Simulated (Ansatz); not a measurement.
# InP: the cost of one run

Method: DFT PBE with spin–orbit coupling, plane waves, PAW, in Ansatz 0.2.0.

The COD entry's cell or inner coordinates are ideal or old and differ from later refinements, so a difference from it is no clean test against experiment.

1 further run of the same task is left out (set aside as unsound or not needed).

## (1) The starting structure

Symmetry: F-43m, No. 216, cubic system. Conventional cell: a = 5.861 Å, b = 5.861 Å, c = 5.861 Å, α = 90.00°, β = 90.00°, γ = 90.00°. In (site symmetry -43m) has 4 P at 2.54 Å as nearest neighbours. P (site symmetry -43m) is surrounded by 4 In at 2.54 Å.

Coordinates:

```cif
data_structure
_symmetry_space_group_name_H-M 'F-43m'
_symmetry_Int_Tables_number 216
_cell_length_a 5.8610
_cell_length_b 5.8610
_cell_length_c 5.8610
_cell_angle_alpha 90.000
_cell_angle_beta 90.000
_cell_angle_gamma 90.000
_cell_volume 201.33
loop_
_atom_site_label
_atom_site_type_symbol
_atom_site_symmetry_multiplicity
_atom_site_Wyckoff_symbol
_atom_site_fract_x
_atom_site_fract_y
_atom_site_fract_z
_atom_site_occupancy
In1 In 4 a 0.00000 0.00000 0.00000 1
P1 P 4 c 0.25000 0.25000 0.25000 1
```

The cell is the deposited one, not relaxed. An earlier run on this cell at PBE, without spin–orbit coupling gave 3.34 GPa at 25.167 Å³/atom (10×10×10 mesh), mesh gap 0.72 eV. The cell is compressed at this level.

## (2) Spin-orbit coupling: bands, spin texture

File input.yaml:

```yaml
crystal:
  lattice:
    - [0.0, 2.9305005221, 2.9305005221]
    - [2.9305005221, 0.0, 2.9305005221]
    - [2.9305005221, 2.9305005221, 0.0]
  atoms:
    - { symbol: In, position: [0.0, 0.0, 0.0] }
    - { symbol: P, position: [0.75, 0.75, 0.75] }
basis:
  ecutwfc: 420
  ecutrho_ratio: 4
kpoints:
  mp_grid: { grid: [8, 8, 8] }
  band_path:
    path:
      - [[0.0, 0.0, 0.0], [-0.5, -0.5, 0.0], [-0.375, -0.375, 0.25]]
      - [[-0.375, 0.0, 0.375], [0.0, 0.0, 0.0], [0.0, 0.0, 0.5], [-0.5, -0.25, 0.25], [-0.5, -0.5, 0.0]]
    npoints: 10
hamiltonian:
  xc: pbe
scf:
  occupations: { method: gaussian, width: 0.05 }
output:
  forces: true
  stress: true
  eigenvalues: true
  populations: true
  eigenstates:
    nscf_kmesh: { grid: [16, 16, 16] }
    de_dk: true
    e_range: [-2.5, 3.215791560347]
  write_density: true
  write_potential: true
  elf: true
  volumetric_format: npy
magnetization:
  noncollinear: true
  spin_orbit: true
```

Run with:

```console
$ ansatz run input.yaml --threads 4 --pin off --max-ram 9216MiB --backend cpu --events-out ev --progress --plain --runs-dir out
```

**Question.** How long does this run take on 4 threads of Intel Xeon at 2.50GHz (Skylake/Cascade Lake), shared host, and how much memory does it need?

About 22 s, with a peak of 0.55 GiB.
